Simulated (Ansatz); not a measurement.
**CH₆BOSi radical: a ladder of functionals and wavefunction methods**

One table from this session's results is given with a row withheld; the runs are named, their logs left out.

Method: functionals in def2-TZVPP, the program's frozen cores in correlated methods; program: Ansatz 0.2.0, Gaussian basis.

Plan: LDA (SPW92), PBE-D4, revPBE-D4, BLYP-D4, r2SCAN-D4, B97M-V, PBE0-D4, B3LYP-D4, r2SCANh-D4, r2SCAN0-D4, HSE06-D4, BHLYP-D4, CAM-B3LYP-D4, LC-ωPBE, ωB97X-V, ωB97M-V, B2PLYP, PBE-QIDH; CCSD(T)/def2-SVP; CCSD(T)/def2-TZVPP; MP2/def2-QZVPP; extrapolation to the limit; RPA on PBE.

### Structure used throughout

All runs share one geometry, relaxed beforehand with PBE0-D4 in a triple-zeta def2 set.

10 atoms, charge 0, spin multiplicity 2.

Atoms are counted from 1 here; the program's logs count them from 0.

Bond lengths: C1–B2 1.556 Å, C1–H5 1.095 Å, C1–H6 1.095 Å, C1–H7 1.093 Å, B2–O3 1.339 Å, O3–Si4 1.668 Å, Si4–H8 1.481 Å, Si4–H9 1.482 Å, Si4–H10 1.482 Å. Angles: B2–C1–H5 109.3°, B2–C1–H6 112.5°, B2–C1–H7 110.8°, H5–C1–H6 108.8°, H5–C1–H7 105.9°, H6–C1–H7 109.3°, C1–B2–O3 125.4°, B2–O3–Si4 126.2°, O3–Si4–H8 106.0°, O3–Si4–H9 109.9°, O3–Si4–H10 110.0°, H8–Si4–H9 110.3°, H8–Si4–H10 110.3°, H9–Si4–H10 110.3°.

Set-up of the first run:

Contents of in.yaml:

```yaml
crystal:
  periodic: [false, false, false]
  atoms:
    - {symbol: C, position_ang: [-0.475536, 1.528132, -1.333254]}
    - {symbol: B, position_ang: [-0.314300, 0.635271, -0.069412]}
    - {symbol: O, position_ang: [0.288501, -0.559653, -0.035456]}
    - {symbol: Si, position_ang: [0.484870, -1.526507, 1.309469]}
    - {symbol: H, position_ang: [0.090675, 2.455253, -1.196307]}
    - {symbol: H, position_ang: [-0.124632, 1.032154, -2.244814]}
    - {symbol: H, position_ang: [-1.518117, 1.829688, -1.464349]}
    - {symbol: H, position_ang: [1.211385, -2.729848, 0.843767]}
    - {symbol: H, position_ang: [-0.839230, -1.904815, 1.857638]}
    - {symbol: H, position_ang: [1.279585, -0.810774, 2.335617]}
basis:
  gaussian: {orbitals: def2-TZVPP}
magnetization: {spin_polarized: true, initial_magnetization: 1}
hamiltonian: {xc: lda}
output: {orbitals: {seedname: orbitals}}
```

Command:

```
$ ansatz run in.yaml --threads 4 --pin off --events-out ev --progress --plain --max-ram 10444MiB
```

Among the steps run: LDA; PBE-D4 (GGA); revPBE-D4 (GGA); BLYP-D4 (GGA); r2SCAN-D4 (meta-GGA); B97M-V (meta-GGA); B3LYP-D4 (hybrid); r2SCANh-D4 (hybrid); r2SCAN0-D4 (hybrid); HSE06-D4 (hybrid); BHLYP-D4 (hybrid); CAM-B3LYP-D4 (range-separated); LC-ωPBE (range-separated); ωB97X-V (range-separated); ωB97M-V (range-separated); B2PLYP (double hybrid); PBE-QIDH (double hybrid).

One table of the session follows, with a row left open; its other results are not shown here.

It belongs to the step «Orbital energies across the functionals». 

```
  functional  HOMO (eV)  gap (eV)
 LDA (SPW92)      -3.90      1.45
      PBE-D4      -3.91      1.96
   revPBE-D4      -3.88      2.08
     BLYP-D4      -3.75      1.70
   r2SCAN-D4          ?         ?
      B97M-V      -3.97      1.81
     PBE0-D4      -5.14      4.16
    B3LYP-D4      -4.88      3.43
  r2SCANh-D4      -4.70      3.63
  r2SCAN0-D4      -5.40      4.74
    HSE06-D4      -4.73      3.38
    BHLYP-D4      -6.25      5.96
CAM-B3LYP-D4      -6.45      6.23
     LC-ωPBE      -7.90      9.16
     ωB97X-V      -7.36      8.07
     ωB97M-V      -7.01      7.42
```

Q: Estimate the row for r2SCAN-D4 from the others.

Worked estimate for «HOMO (eV)». Against the share of exact exchange, r2SCANh-D4 (0.1, -4.70), r2SCAN0-D4 (0.25, -5.40) give a slope of -4.67 per unit share; at 0 the line stands at -4.23.

As computed: HOMO (eV): -4.24; gap (eV): 2.88. In «HOMO (eV)» the line misses by +0.01.
